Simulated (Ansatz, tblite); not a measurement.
# C₈H₁₉BO₂: one state, many levels

One table from this session's results is given with a row withheld; the runs are named, their logs left out.

The runs use Ansatz 0.2.0, Gaussian basis; as each input shows.

The runs, in order: GFN1-xTB, GFN2-xTB, PBE-D4/def2-TZVP, r2SCAN-D4/def2-TZVP, r2SCAN0-D4/def2-TZVP, revPBE-D4/def2-TZVP, PBE-D4/def2-SVP, PBE0-D4/def2-SVP, HF/STO-3G, HF/6-31G, B3LYP-D4/6-31G, MP2/def2-SVP.

## The structure

The singlet was relaxed beforehand with PBE0-D4/def2-SVP.

SMILES `CCCCCCCCB(O)O`, 30 atoms, charge 0, spin multiplicity 1.

Bond lengths: C1–C2 1.520 Å, C1–H12 1.102 Å, C1–H13 1.101 Å, C1–H14 1.102 Å, C2–C3 1.522 Å, C2–H15 1.105 Å, C2–H16 1.105 Å, C3–C4 1.521 Å, C3–H17 1.106 Å, C3–H18 1.106 Å, C4–C5 1.523 Å, C4–H19 1.106 Å, C4–H20 1.104 Å, C5–C6 1.525 Å, C5–H21 1.104 Å, C5–H22 1.106 Å, C6–C7 1.524 Å, C6–H23 1.106 Å and more. Angles: C2–C1–H12 111.3°, C2–C1–H13 111.8°, C2–C1–H14 111.3°, H12–C1–H13 107.5°, H12–C1–H14 107.2°, H13–C1–H14 107.5°, C1–C2–C3 113.5°, C1–C2–H15 109.6°, C1–C2–H16 109.6°, C3–C2–H15 109.1°, C3–C2–H16 109.1°, H15–C2–H16 105.5°, C2–C3–C4 113.9°, C2–C3–H17 109.2°, C2–C3–H18 109.3°, C4–C3–H17 109.4°, C4–C3–H18 109.2°, H17–C3–H18 105.5° and more.

As a file:

```
atom    x (Å)    y (Å)    z (Å)
  C1   4.9794  -0.1570   0.0061
  C2   3.5724   0.2650   0.3955
  C3   2.5484   0.0597  -0.7115
  C4   1.1345   0.4698  -0.3281
  C5   0.1220   0.2812  -1.4500
  C6  -1.3013   0.7050  -1.1056
  C7  -1.9839  -0.1503  -0.0455
  C8  -3.4289   0.2667   0.2373
  B9  -4.1105  -0.6268   1.3382
 O10  -5.1635  -1.4247   0.9868
 O11  -3.5995  -0.5824   2.6065
 H12   5.3393   0.4097  -0.8679
 H13   5.6967   0.0058   0.8249
 H14   5.0168  -1.2257  -0.2604
 H15   3.2521  -0.2940   1.2928
 H16   3.5731   1.3284   0.6943
 H17   2.8632   0.6244  -1.6085
 H18   2.5494  -1.0029  -1.0168
 H19   1.1330   1.5298  -0.0136
 H20   0.8234  -0.1041   0.5623
 H21   0.4639   0.8499  -2.3327
 H22   0.1199  -0.7792  -1.7633
 H23  -1.3004   1.7596  -0.7733
 H24  -1.9153   0.6834  -2.0230
 H25  -1.4102  -0.1172   0.8958
 H26  -1.9592  -1.2061  -0.3737
 H27  -3.4370   1.3165   0.5820
 H28  -4.0211   0.2351  -0.6917
 H29  -5.5296  -1.9601   1.6973
 H30  -4.0271  -1.1592   3.2460
```

PBE0-D4/def2-TZVP was run before; its log isn't repeated, and its numbers join the tables.

The first run:

Tight binding, by tblite at 300 K electronic temperature and without a spin-polarisation term:

```python
tblite.interface.Calculator('GFN1-xTB', numbers, positions, charge=0, uhf=0).singlepoint()
```

Tight binding, by tblite at 300 K electronic temperature and without a spin-polarisation term:

```python
tblite.interface.Calculator('GFN2-xTB', numbers, positions, charge=0, uhf=0).singlepoint()
```

start.molden holds the orbitals of an earlier run on this state, given as this run's starting guess.

The input, in.yaml:

```yaml
crystal:
  periodic: [false, false, false]
  atoms:
    - {symbol: C, position_ang: [4.979397, -0.157050, 0.006053]}
    - {symbol: C, position_ang: [3.572448, 0.264967, 0.395531]}
    - {symbol: C, position_ang: [2.548357, 0.059733, -0.711472]}
    - {symbol: C, position_ang: [1.134534, 0.469755, -0.328108]}
    - {symbol: C, position_ang: [0.122036, 0.281201, -1.449985]}
    - {symbol: C, position_ang: [-1.301349, 0.705011, -1.105553]}
    - {symbol: C, position_ang: [-1.983941, -0.150317, -0.045531]}
    - {symbol: C, position_ang: [-3.428918, 0.266700, 0.237255]}
    - {symbol: B, position_ang: [-4.110458, -0.626754, 1.338201]}
    - {symbol: O, position_ang: [-5.163533, -1.424718, 0.986755]}
    - {symbol: O, position_ang: [-3.599480, -0.582445, 2.606475]}
    - {symbol: H, position_ang: [5.339324, 0.409655, -0.867885]}
    - {symbol: H, position_ang: [5.696665, 0.005752, 0.824869]}
    - {symbol: H, position_ang: [5.016841, -1.225730, -0.260370]}
    - {symbol: H, position_ang: [3.252092, -0.294007, 1.292810]}
    - {symbol: H, position_ang: [3.573081, 1.328393, 0.694284]}
    - {symbol: H, position_ang: [2.863186, 0.624380, -1.608539]}
    - {symbol: H, position_ang: [2.549362, -1.002925, -1.016833]}
    - {symbol: H, position_ang: [1.133043, 1.529767, -0.013633]}
    - {symbol: H, position_ang: [0.823374, -0.104149, 0.562274]}
    - {symbol: H, position_ang: [0.463922, 0.849931, -2.332708]}
    - {symbol: H, position_ang: [0.119869, -0.779227, -1.763342]}
    - {symbol: H, position_ang: [-1.300397, 1.759598, -0.773261]}
    - {symbol: H, position_ang: [-1.915295, 0.683373, -2.022976]}
    - {symbol: H, position_ang: [-1.410242, -0.117160, 0.895756]}
    - {symbol: H, position_ang: [-1.959195, -1.206063, -0.373692]}
    - {symbol: H, position_ang: [-3.436957, 1.316539, 0.582048]}
    - {symbol: H, position_ang: [-4.021116, 0.235125, -0.691701]}
    - {symbol: H, position_ang: [-5.529594, -1.960094, 1.697323]}
    - {symbol: H, position_ang: [-4.027058, -1.159243, 3.245975]}
basis:
  gaussian: {orbitals: def2-TZVP, initial_orbitals: start.molden}
hamiltonian: {xc: pbe, dispersion: d4}
scf: {omitted_lower_state_checks: [starts]}
output: {forces: true, orbitals: {seedname: orbitals}}
```

The run is started by

```bash
$ ansatz run in.yaml --threads 4 --pin off --events-out ev --progress --plain --max-ram 6963MiB
```

Among the steps run: PBE-D4/def2-TZVP; r2SCAN-D4/def2-TZVP; r2SCAN0-D4/def2-TZVP; revPBE-D4/def2-TZVP; PBE-D4/def2-SVP; PBE0-D4/def2-SVP; HF/STO-3G; HF/6-31G; B3LYP-D4/6-31G; MP2/def2-SVP.

One of the session's tables, all rows but one given; the rest of the session is left out.

It belongs to the step «Binding energy». 

| level | binding an atom (eV) |
| --- | --- |
| HF/STO-3G | 3.919 |
| HF/6-31G | 3.052 |
| HF/def2-SVP | 3.268 |
| PBE-D4/def2-SVP | 4.380 |
| PBE-D4/def2-TZVP | 4.334 |
| revPBE-D4/def2-TZVP | 4.238 |
| r2SCAN-D4/def2-TZVP | 4.264 |
| B3LYP-D4/6-31G | 4.165 |
| PBE0-D4/def2-SVP | 4.328 |
| PBE0-D4/def2-TZVP | ? |
| r2SCAN0-D4/def2-TZVP | 4.221 |
| MP2/def2-SVP | 4.144 |

Estimate the missing values for PBE0-D4/def2-TZVP.

**Answer.** binding an atom (eV): 4.279. In the column «binding an atom (eV)» it lies between r2SCAN-D4/def2-TZVP (4.264) and PBE0-D4/def2-SVP (4.328).

Limits of these values: Free atoms were run apart at each level; binding is atoms less cluster, divided by the number of atoms, without zero-point or spin-orbit terms.
